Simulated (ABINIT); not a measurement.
Crystal: BaAs.

```
Ba As
1.0
     4.02459    0.00000    0.00000
     0.00000    4.02459    0.00000
     0.00000    0.00000    4.02459
Ba As
1 1
Direct
  0.00000 0.00000 0.00000
  0.50000 0.50000 0.50000
```

The cell was built by a generator and needn't be a form met in nature.

- Program: ABINIT 10.8.3 (patched build)
- Task: relaxation of cell and atoms
- Functional: PBE
- Dispersion: D3
- Potentials or basis: SG15 NC PBE v1.2
- Cutoff: 490 eV
- k mesh: 5 × 5 × 5
- Occupations: fermi-dirac, width 0.05 eV
- Spin: no spin polarisation

At the start: pressure -0.9 GPa; volume 32.59 Å³/atom.

Q: How do energy, volume and symmetry change on relaxing?

A: Over 4 steps the energy falls by 2.3 meV/atom and the volume is 31.77 Å³/atom (-2.5 %); space group Pm-3m (No. 221, to 0.05 Å).

The path:
| step | energy change (eV) | largest force (eV/Å) | pressure (GPa) | volume (Å³) |
| --- | --- | --- | --- | --- |
| 1 | 0.0000 | 0.0000 | -0.89 | 65.19 |
| 2 | -0.0009 | 0.0000 | -0.80 | 65.01 |
| 3 | -0.0047 | 0.0000 | 0.03 | 63.48 |
| 4 | -0.0047 | 0.0000 | 0.00 | 63.54 |

Final structure:
```yaml
crystal:
  lattice:
    - [3.99039, 0.00000, 0.00000]
    - [0.00000, 3.99039, 0.00000]
    - [0.00000, 0.00000, 3.99039]
  atoms:
    - { symbol: Ba, position: [0.00000, 0.00000, 0.00000] }
    - { symbol: As, position: [0.50000, 0.50000, 0.50000] }
```

Caveat: pairwise dispersion overbinds metals, which lowers pressure and volume.
